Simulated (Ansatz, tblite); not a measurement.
## A script for C (GFN1-xTB)

These are simulated results from tblite 0.8.0, not measurements. The cell was built from a prototype and was relaxed with r2SCAN in plane waves (Ansatz 0.2.0). Not every such cell is a known phase. All runs are without spin polarisation.

It is hexagonal, P6_3/mmc (No. 194); a = 2.503 Å, c = 4.169 Å in the conventional setting, 5.66 Å³ an atom. C is surrounded by 4 C at 1.54–1.56 Å.

tblite solves periodic systems at the zone centre alone, so the script builds a cluster of 4×4×2 conventional cells (128 atoms), which folds in a coarse mesh of k points.

The script, run.py:

```python
import json
from ase import Atoms
from ase.build import make_supercell
from ase.units import Bohr, GPa, Hartree
from tblite.interface import Calculator

atoms = Atoms(['C', 'C', 'C', 'C'],
              cell=[[2.503195, 0.0, 0.0], [-1.251598, 2.167831, 0.0], [-0.0, 0.0, 4.168869]],
              scaled_positions=[[0.333333, 0.666667, 0.000231], [0.666667, 0.333333, 0.500231], [0.333333, 0.666667, 0.374769], [0.666667, 0.333333, 0.874769]],
              pbc=True)
cluster = make_supercell(atoms, [[4, 0, 0], [0, 4, 0], [0, 0, 2]])
calc = Calculator('GFN1-xTB', cluster.numbers, cluster.positions / Bohr, lattice=cluster.cell[:] / Bohr, periodic=cluster.pbc)
calc.set('temperature', 0.02 / Hartree)
calc.set('max-iter', 150)
res = calc.singlepoint()
levels = res.get('orbital-energies') * Hartree
nv = round(res.get('orbital-occupations').sum() / 2)
cells = len(cluster) // len(atoms)
out = {'energy_per_cell': res.get('energy') * Hartree / cells, 'homo': levels[nv - 1], 'lumo': levels[nv],
       'stress': (-res.get('virial') * Hartree / cluster.get_volume() / GPa).tolist(), 'charges': res.get('charges')[:len(atoms)].tolist(), 'electrons': 2 * nv / cells}
json.dump(out, open('results.json', 'w'))
for key, value in out.items():
    print(key, value)
```

Command: `python run.py`. It took 3.6 s on 1 thread of Arm Neoverse V1, with other jobs on the host, peak memory 0.13 GiB.

Output:

```
------------------------------------------------------------
  cycle        total energy    energy error   density error
------------------------------------------------------------
      1     -273.0550510549  -2.7537247E+02   9.0819294E-01
      2     -273.0553237562  -2.7270132E-04   5.4356621E-01
      3     -273.0554759505  -1.5219436E-04   3.2812975E-05
      4     -273.0554759505  -7.6738615E-12   1.5408178E-07
------------------------------------------------------------

 total:                                   2.911 sec
energy_per_cell -232.19431131742323
homo -8.121983698841058
lumo -2.342440129032014
stress [[-1.6076071498148832, 0.0003566969628266304, 3.0372756961263564e-07], [0.0003566969628333791, -1.607616741255085, -1.7535571348130534e-07], [3.03727569443672e-07, -1.753557132975869e-07, -15.05395548032287]]
charges [-5.372352172017258e-07, 1.1684041689719038e-07, -1.5989378709946322e-09, 1.7417517250706283e-07]
electrons 16.0
```

The cycle table is in hartree for the whole cluster, and the lines after it are in eV (the energy for one cell). The printed stress is in GPa and positive in compression, and the pressure is its mean diagonal.

GFN1-xTB gives a gap of 5.78 eV. On the same cell, plane-wave PBE (Ansatz, 12×12×6 k points and the special points) gives a gap of 3.32 eV and r2SCAN a gap of 3.60 eV; on shared hosts these took about 1.9 and 3.9 core-seconds on the 4-atom cell, against 3.6 for the script. Semilocal gaps usually lie below measured ones. xTB was fitted to molecules, so gaps, charges and pressures of solids can be far off, and the gap also depends on the size of the cluster.

The same script was run on cells scaled at fixed shape and fractional coordinates:

```json
{"volume (Å³/atom)": "4.98", "energy (meV/atom)": "131.5", "pressure (GPa, positive in compression)": "76.14", "gap (eV)": "6.27"}
{"volume (Å³/atom)": "5.32", "energy (meV/atom)": "22.5", "pressure (GPa, positive in compression)": "29.05", "gap (eV)": "6.02"}
{"volume (Å³/atom)": "5.66", "energy (meV/atom)": "0.0", "pressure (GPa, positive in compression)": "-6.09", "gap (eV)": "5.78"}
{"volume (Å³/atom)": "5.99", "energy (meV/atom)": "42.2", "pressure (GPa, positive in compression)": "-32.50", "gap (eV)": "5.55"}
{"volume (Å³/atom)": "6.33", "energy (meV/atom)": "133.1", "pressure (GPa, positive in compression)": "-52.39", "gap (eV)": "5.34"}
```

A Birch-Murnaghan fit puts the minimum at 5.59 Å³/atom, 1.2 % below the given cell, with a bulk modulus of 529 GPa at fixed shape.

xTB was fitted mostly to molecules, and a small cluster samples few k points, so gaps, pressures and kinks along a curve can be far from a solid's.
